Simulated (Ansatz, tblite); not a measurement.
# C₁₁H₁₄FN₃: rung by rung

How do method and basis change the picture of C₁₁H₁₄FN₃ (singlet)?

Method: as each input shows; program: Ansatz 0.2.0, Gaussian basis.

Plan: GFN1-xTB, GFN2-xTB, PBE-D4/def2-TZVP, r2SCAN-D4/def2-TZVP, PBE-D4/def2-SVP, PBE0-D4/def2-SVP, HF/STO-3G, MP2/def2-SVP, RPA/def2-SVP.

3 further runs of the same task are left out: 3 that didn't finish. Runs told in other sessions of the task aren't counted.

### Step 1. The structure

The geometry is that of the singlet, from an earlier relaxation (r2SCAN-D4/def2-SVP).

SMILES `CN(C)c1ccc(F)c(C#N)c1N(C)C`, 29 atoms, charge 0, spin multiplicity 1.

Bond lengths: C1–N2 1.456 Å, C1–H16 1.097 Å, C1–H17 1.110 Å, C1–H18 1.102 Å, N2–C3 1.445 Å, N2–C4 1.409 Å, C3–H19 1.100 Å, C3–H20 1.113 Å, C3–H21 1.101 Å, C4–C5 1.403 Å, C4–C12 1.438 Å, C5–C6 1.399 Å, C5–H22 1.091 Å, C6–C7 1.381 Å, C6–H23 1.092 Å, C7–F8 1.336 Å, C7–C9 1.410 Å, C9–C10 1.425 Å and more. Angles: N2–C1–H16 110.2°, N2–C1–H17 111.8°, N2–C1–H18 109.6°, H16–C1–H17 108.5°, H16–C1–H18 108.6°, H17–C1–H18 108.2°, C1–N2–C3 112.5°, C1–N2–C4 116.5°, C3–N2–C4 117.5°, N2–C3–H19 110.4°, N2–C3–H20 113.7°, N2–C3–H21 108.8°, H19–C3–H20 108.3°, H19–C3–H21 108.3°, H20–C3–H21 107.2°, N2–C4–C5 120.8°, N2–C4–C12 120.3°, C5–C4–C12 118.9° and more.

PBE0-D4/def2-TZVP was run before; its log isn't repeated, and its numbers join the tables.

### Step 2. GFN1-xTB

Tight binding, by tblite at 300 K electronic temperature and without a spin-polarisation term:

```python
tblite.interface.Calculator('GFN1-xTB', numbers, positions, charge=0, uhf=0).singlepoint()
```

Energy -1237.0683 eV, HOMO -10.43 eV, LUMO -7.94 eV; 0.02 s.

### Step 3. GFN2-xTB

Tight binding, by tblite at 300 K electronic temperature and without a spin-polarisation term:

```python
tblite.interface.Calculator('GFN2-xTB', numbers, positions, charge=0, uhf=0).singlepoint()
```

Energy -1201.4470 eV, HOMO -9.68 eV, LUMO -7.23 eV; 0.015 s.

### Step 4. PBE-D4/def2-TZVP

start.molden holds the orbitals of an earlier run on this state, given as this run's starting guess.

Contents of in.yaml:

```yaml
crystal:
  periodic: [false, false, false]
  atoms:
    - {symbol: C, position_ang: [-1.489734, -1.656714, 0.852218]}
    - {symbol: N, position_ang: [-1.373118, -0.966521, -0.425010]}
    - {symbol: C, position_ang: [-2.531822, -1.161574, -1.265638]}
    - {symbol: C, position_ang: [-0.800046, 0.320494, -0.395215]}
    - {symbol: C, position_ang: [-1.528619, 1.442105, -0.819010]}
    - {symbol: C, position_ang: [-1.016122, 2.742653, -0.774548]}
    - {symbol: C, position_ang: [0.267687, 2.921564, -0.299021]}
    - {symbol: F, position_ang: [0.800080, 4.146007, -0.252648]}
    - {symbol: C, position_ang: [1.068923, 1.831036, 0.095289]}
    - {symbol: C, position_ang: [2.440438, 2.103246, 0.369015]}
    - {symbol: N, position_ang: [3.565175, 2.346260, 0.560879]}
    - {symbol: C, position_ang: [0.549184, 0.502640, 0.066982]}
    - {symbol: N, position_ang: [1.311169, -0.579126, 0.487602]}
    - {symbol: C, position_ang: [2.262776, -0.485435, 1.576820]}
    - {symbol: C, position_ang: [1.512172, -1.713941, -0.394793]}
    - {symbol: H, position_ang: [-0.570178, -1.528182, 1.436982]}
    - {symbol: H, position_ang: [-2.343619, -1.274785, 1.450671]}
    - {symbol: H, position_ang: [-1.646686, -2.733253, 0.677227]}
    - {symbol: H, position_ang: [-2.355095, -0.738227, -2.265577]}
    - {symbol: H, position_ang: [-3.463120, -0.712074, -0.855376]}
    - {symbol: H, position_ang: [-2.711861, -2.242558, -1.375469]}
    - {symbol: H, position_ang: [-2.558939, 1.305958, -1.152053]}
    - {symbol: H, position_ang: [-1.607411, 3.607106, -1.082599]}
    - {symbol: H, position_ang: [2.241430, -1.436131, 2.140043]}
    - {symbol: H, position_ang: [1.978211, 0.324704, 2.262076]}
    - {symbol: H, position_ang: [3.302439, -0.307501, 1.246700]}
    - {symbol: H, position_ang: [0.680420, -1.789570, -1.105949]}
    - {symbol: H, position_ang: [2.464541, -1.620776, -0.953289]}
    - {symbol: H, position_ang: [1.551728, -2.647406, 0.193690]}
basis:
  gaussian: {orbitals: def2-TZVP, initial_orbitals: start.molden}
hamiltonian: {xc: pbe, dispersion: d4}
scf: {omitted_lower_state_checks: [starts]}
output: {forces: true, orbitals: {seedname: orbitals}}
```

Run with:

```console
> ansatz run in.yaml --threads 4 --pin off --events-out ev --progress --plain --max-ram 6963MiB
```

The runs that follow: r2SCAN-D4/def2-TZVP; PBE-D4/def2-SVP; PBE0-D4/def2-SVP; HF/STO-3G; MP2/def2-SVP; RPA/def2-SVP.

Before running them: what should the planned runs give, taken together? Wanted: gap in def2-TZVP, named functionals, smallest and largest; correlation energy, MP2/def2-SVP; binding an atom, functionals in def2-TZVP; PBE0 total energy, smallest basis above largest.

The runs gave:

```
                                                 quantity                                 value
gap in def2-TZVP, named functionals, smallest and largest   2.75 eV (PBE-D4), 4.56 eV (PBE0-D4)
                         correlation energy, MP2/def2-SVP                             -58.69 eV
                binding an atom, functionals in def2-TZVP  4.60 (r2SCAN-D4) to 4.77 eV (PBE-D4)
          PBE0 total energy, smallest basis above largest        20.31 eV (def2-SVP, def2-TZVP)
```

Orbital gaps of the named functionals in def2-TZVP span 2.75 eV (PBE-D4) to 4.56 eV (PBE0-D4); exact exchange widens it.
